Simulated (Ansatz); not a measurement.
# Cl2FH2HfN: the cost of one run

All numbers below are computed with Ansatz 0.2.0 (RKS B3LYP-D4/def2-SVP).

## (1) The starting structure

Bond lengths: Hf1–Cl2 2.520 Å, Hf1–N3 2.210 Å, N3–H4 1.060 Å, N3–H5 1.060 Å, Hf1–Cl6 2.518 Å, Hf1–F7 1.979 Å. Angles: Cl2–Hf1–N3 109.4°, Cl2–Hf1–Cl6 109.5°, Cl2–Hf1–F7 109.5°, N3–Hf1–Cl6 109.5°, N3–Hf1–F7 109.5°, Cl6–Hf1–F7 109.5°, Hf1–N3–H4 120.0°, Hf1–N3–H5 120.0°, H4–N3–H5 120.0°.

As a file:

```xyz
7

Hf    0.0000    0.0000    0.0000
Cl    0.0000    0.0000    2.5200
N     2.0840    0.0000   -0.7359
H     2.5823   -0.9180   -0.9166
H     2.5853    0.9180   -0.9082
Cl   -1.1869    2.0563   -0.8392
F    -0.9326   -1.6157   -0.6593
```

## (2) Preparing the start

Input file input.yaml:

```yaml
crystal:
  periodic: [false, false, false]
  atoms:
    - { symbol: Hf, position_ang: [0.0, 0.0, 0.0] }
    - { symbol: Cl, position_ang: [0.0, 0.0, 2.52] }
    - { symbol: "N", position_ang: [2.084, 0.0, -0.7359] }
    - { symbol: H, position_ang: [2.5823, -0.918, -0.9166] }
    - { symbol: H, position_ang: [2.5853, 0.918, -0.9082] }
    - { symbol: Cl, position_ang: [-1.1869, 2.0563, -0.8392] }
    - { symbol: F, position_ang: [-0.9326, -1.6157, -0.6593] }
basis:
  gaussian: { orbitals: def2-SVP }
hamiltonian:
  xc: b3lyp
  dispersion: d4
relax:
  f_tol: 0.02
  max_steps: 40
output:
  orbitals: {}
```

The run is started by

```sh
$ ansatz run input.yaml --threads 2 --pin off --max-ram 3072MiB --backend cpu --events-out ev --progress --plain --runs-dir out
```

**Question.** How long does this run take on 2 threads of Arm Neoverse V1, shared host, and how much memory does it need?

About 44 s, with a peak of 0.25 GiB.
